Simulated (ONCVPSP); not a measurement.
# Arsenic: generating and testing an ONCV potential

Aim: build the potential from the settings below, then test how well it stands in for the atom: other configurations, scattering, ghost states and the plane-wave cutoff that it needs.

Program: ONCVPSP 4.0.1.1 (patched build). Reference atom: PBE, scalar-relativistic, spherical and spin-unpolarised. All values are calculated.

## Step 1: Settings

Typed settings, in words:

- element: arsenic (As, Z = 33)
- type: optimised norm-conserving Vanderbilt (ONCV)
- frozen core: [Ar]
- valence charge: 15
- reference configuration: 3d10 4s2 4p3
- partial waves: 4s: rc 1.55 bohr, ncon 3, nbas 7, qcut 4.4 1/bohr, 2 projectors, debl 3.9 Ha; 4p: rc 2.10 bohr, ncon 4, nbas 9, qcut 3.8 1/bohr, 2 projectors, debl 2.2 Ha; 3d: rc 0.80 bohr, ncon 3, nbas 8, qcut 23.6 1/bohr, 2 projectors, debl 3.8 Ha; f scattering state at 0.15 Ha: rc 1.95 bohr, ncon 4, nbas 8, qcut 5.9 1/bohr, 2 projectors, debl 3.6 Ha
- local potential: polynomial inside 0.70 bohr (lpopt 1, dvloc0 3 Ha)
- core correction: not asked for

The nodes and maxima of the atom's own shells, from an earlier all-electron run, set the scale for the radii.

All-electron outer shells of the reference configuration (PBE, scalar-relativistic, ld1.x):

| shell | level (eV) | outermost node (bohr) | outermost maximum (bohr) |
| --- | --- | --- | --- |
| 3s | -190.31 | 0.25 | 0.52 |
| 3p | -133.68 | 0.22 | 0.52 |
| 3d | -40.65 | – | 0.47 |
| 4s | -14.49 | 0.73 | 1.61 |
| 4p | -5.19 | 0.78 | 2.00 |

## Step 2: The generation run

The input, As.dat:

```
# ATOM AND REFERENCE CONFIGURATION
# atsym  z   nc   nv     iexc    psfile
  As 33.00    5    3        4      upf
#
#   n    l    f
    1    0    2.00
    2    0    2.00
    2    1    6.00
    3    0    2.00
    3    1    6.00
    3    2   10.00
    4    0    2.00
    4    1    3.00
#
# PSEUDOPOTENTIAL AND OPTIMIZATION
# lmax
    3
#
#   l,   rc,      ep,       ncon, nbas, qcut
    0    1.55    0.00    3    7    4.40
    1    2.10    0.00    4    9    3.80
    2    0.80    0.00    3    8   23.60
    3    1.95    0.15    4    8    5.90
#
# LOCAL POTENTIAL
# lloc, lpopt,  rc(5),   dvloc0
    4    1    0.70    3.00
#
# VANDERBILT-KLEINMAN-BYLANDER PROJECTORs
# l, nproj, debl
    0    2    3.90
    1    2    2.20
    2    2    3.80
    3    2    3.60
#
# MODEL CORE CHARGE
# icmod, fcfact, rcfact
    0    0.00    0.00
#
# LOG DERIVATIVE ANALYSIS
# epsh1, epsh2, depsh
   -3.00    5.00    0.02
#
# OUTPUT GRID
# rlmax, drl
    6.00    0.01
#
# TEST CONFIGURATIONS
# ncnf
    4
# nvcnf
#   n    l    f
    3
    3    2   10.00
    4    0    2.00
    4    1    2.00
#
    3
    3    2   10.00
    4    0    2.00
    4    1    1.00
#
    3
    3    2   10.00
    4    0    2.00
    4    1    0.00
#
    3
    3    2   10.00
    4    0    0.00
    4    1    5.00
#
```

On the command line:

```
$ oncvpsp.x < As.dat > As.out
```

Before running it: what results should come out? Wanted: cutoffs for 1 and 0.1 mHa per electron, occupied waves; bound ghosts; GHOST(+) flags; largest test error; largest phase difference near zero energy, channels read.

As calculated:

| quantity | value |
| --- | --- |
| cutoffs for 1 and 0.1 mHa per electron, occupied waves | 185 Ha and 211 Ha |
| bound ghosts | s at -63.39 eV |
| GHOST(+) flags | p at 90 eV, f at 9 eV |
| largest test error (AE − PS) | -35 meV, for 3d10 4s2 4p0 |
| largest phase difference near zero energy, channels read | 3.086 rad |

In words: It has a bound ghost (s), a state that the atom doesn't have, and that rules the file out. By total energies transferability is fair: the largest error is 35 meV on 54.8 eV, for 3d10 4s2 4p0. That test lies far up in energy; among those under 40 eV, nearer to bonding, the largest error is 27 meV. It counts as very hard, with 185 Ha needed at the looser tolerance. At the looser tolerance the 3d wave is the slowest; 4s needs 10 Ha. Near zero energy the largest phase difference among the channels read is 3.09 rad, in the f channel. A step near π is an extra or missing state, not a misfit of shape. The pseudo curves have poles with no partner nearby in the atom's: s at -2.32 Ha, f at 0.32 Ha. At positive energy that is a spurious or a displaced resonance. The program also flags highly localised states, GHOST(+) (p, f).
